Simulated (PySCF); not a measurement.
**InTe at other levels of theory**

Starting from one script, swap the method and compare what comes out for InTe.

Method: method and basis as typed in the scripts; program: PySCF 2.14.0.

3 further runs of the same task are left out: 3 that didn't finish.

**1. The system as given**

InTe: 2 atoms, charge 0, spin multiplicity 2.

Bond lengths: In1–Te2 2.845 Å.

**2. Base script**

File input.py:

```python
from pyscf import gto, scf
from pyscf.hessian import thermo

mol = gto.M(
    atom='In 0 0 0; Te 0 0 2.845',
    basis='def2-svp',
    ecp={'In': 'def2-svp', 'Te': 'def2-svp'},
    charge=0,
    spin=1,
    verbose=4,
)
mf = scf.UHF(mol)
mf.kernel()
hess = mf.Hessian().kernel()
print('wavenumber (cm^-1) =', thermo.harmonic_analysis(mol, hess)['freq_wavenumber'].round(1))
mf.dip_moment()
print('orbital energies (hartree):', [e[max(0, n-3):n+3].round(4) for e, n in zip(mf.mo_energy, mol.nelec)])
```

Started as:

```sh
$ OMP_NUM_THREADS=1 python input.py
```

**3. MP2**

Run 1 changes step after the SCF: frequency → mp2.

File input.py:

```python
from pyscf import gto, scf, mp

mol = gto.M(
    atom='In 0 0 0; Te 0 0 2.845',
    basis='def2-svp',
    ecp={'In': 'def2-svp', 'Te': 'def2-svp'},
    charge=0,
    spin=1,
    verbose=4,
)
mf = scf.UHF(mol)
mf.kernel()
mp.MP2(mf).kernel()
mf.dip_moment()
print('orbital energies (hartree):', [e[max(0, n-3):n+3].round(4) for e, n in zip(mf.mo_energy, mol.nelec)])
```

**4. Camb3lyp (UKS)**

Run 2 changes functional: none (Hartree–Fock) → camb3lyp; SCF type: UHF → UKS; step after the SCF: frequency → analyze.

File input.py:

```python
from pyscf import gto, dft

mol = gto.M(
    atom='In 0 0 0; Te 0 0 2.845',
    basis='def2-svp',
    ecp={'In': 'def2-svp', 'Te': 'def2-svp'},
    charge=0,
    spin=1,
    verbose=4,
)
mf = dft.UKS(mol, xc='camb3lyp')
mf.kernel()
mf.mulliken_pop()
mf.dip_moment()
print('orbital energies (hartree):', [e[max(0, n-3):n+3].round(4) for e, n in zip(mf.mo_energy, mol.nelec)])
```

**5. MP2**

Run 3 changes step after the SCF: frequency → mp2; frozen orbitals: none → 8.

File input.py:

```python
from pyscf import gto, scf, mp

mol = gto.M(
    atom='In 0 0 0; Te 0 0 2.845',
    basis='def2-svp',
    ecp={'In': 'def2-svp', 'Te': 'def2-svp'},
    charge=0,
    spin=1,
    verbose=4,
)
mf = scf.UHF(mol)
mf.kernel()
mp.MP2(mf, frozen=8).kernel()
mf.dip_moment()
print('orbital energies (hartree):', [e[max(0, n-3):n+3].round(4) for e, n in zip(mf.mo_energy, mol.nelec)])
```

**6. Wb97 (UKS)**

Run 4 changes functional: none (Hartree–Fock) → wb97; SCF type: UHF → UKS; step after the SCF: frequency → analyze.

File input.py:

```python
from pyscf import gto, dft

mol = gto.M(
    atom='In 0 0 0; Te 0 0 2.845',
    basis='def2-svp',
    ecp={'In': 'def2-svp', 'Te': 'def2-svp'},
    charge=0,
    spin=1,
    verbose=4,
)
mf = dft.UKS(mol, xc='wb97')
mf.kernel()
mf.mulliken_pop()
mf.dip_moment()
print('orbital energies (hartree):', [e[max(0, n-3):n+3].round(4) for e, n in zip(mf.mo_energy, mol.nelec)])
```

**7. 0.5*hf+0.5*b88,lyp (UKS)**

Run 5 changes functional: none (Hartree–Fock) → 0.5*hf+0.5*b88,lyp; SCF type: UHF → UKS; step after the SCF: frequency → analyze.

File input.py:

```python
from pyscf import gto, dft

mol = gto.M(
    atom='In 0 0 0; Te 0 0 2.845',
    basis='def2-svp',
    ecp={'In': 'def2-svp', 'Te': 'def2-svp'},
    charge=0,
    spin=1,
    verbose=4,
)
mf = dft.UKS(mol, xc='0.5*hf+0.5*b88,lyp')
mf.kernel()
mf.mulliken_pop()
mf.dip_moment()
print('orbital energies (hartree):', [e[max(0, n-3):n+3].round(4) for e, n in zip(mf.mo_energy, mol.nelec)])
```

What does the calculation give? Wanted: for each run, E(SCF); from base; gap, α spin; SCF dipole; after the SCF.

**Answer**, as computed:

| run | E(SCF) (hartree) | from base (eV) | cycles | gap, α spin (eV) | SCF dipole (D) | after the SCF |
| --- | --- | --- | --- | --- | --- | --- |
| base | -456.242760 | 0 | 17 | 8.08 | 5.25 | highest mode 119 cm⁻¹ |
| MP2 | -456.242760 | 0.0000 | 17 | 8.08 | 5.25 | MP2 correlation -5.227 eV |
| camb3lyp (UKS) | -458.141012 | not comparable | 15 | 5.71 | 4.47 | n/a |
| MP2 | -456.242760 | 0.0000 | 17 | 8.08 | 5.25 | MP2 correlation -4.420 eV, core frozen |
| wb97 (UKS) | -458.230851 | not comparable | 15 | 7.73 | 4.61 | n/a |
| 0.5*hf+0.5*b88,lyp (UKS) | -458.039120 | not comparable | 14 | 5.17 | 4.62 | n/a |

In words: A lower total energy from another functional means nothing by itself.
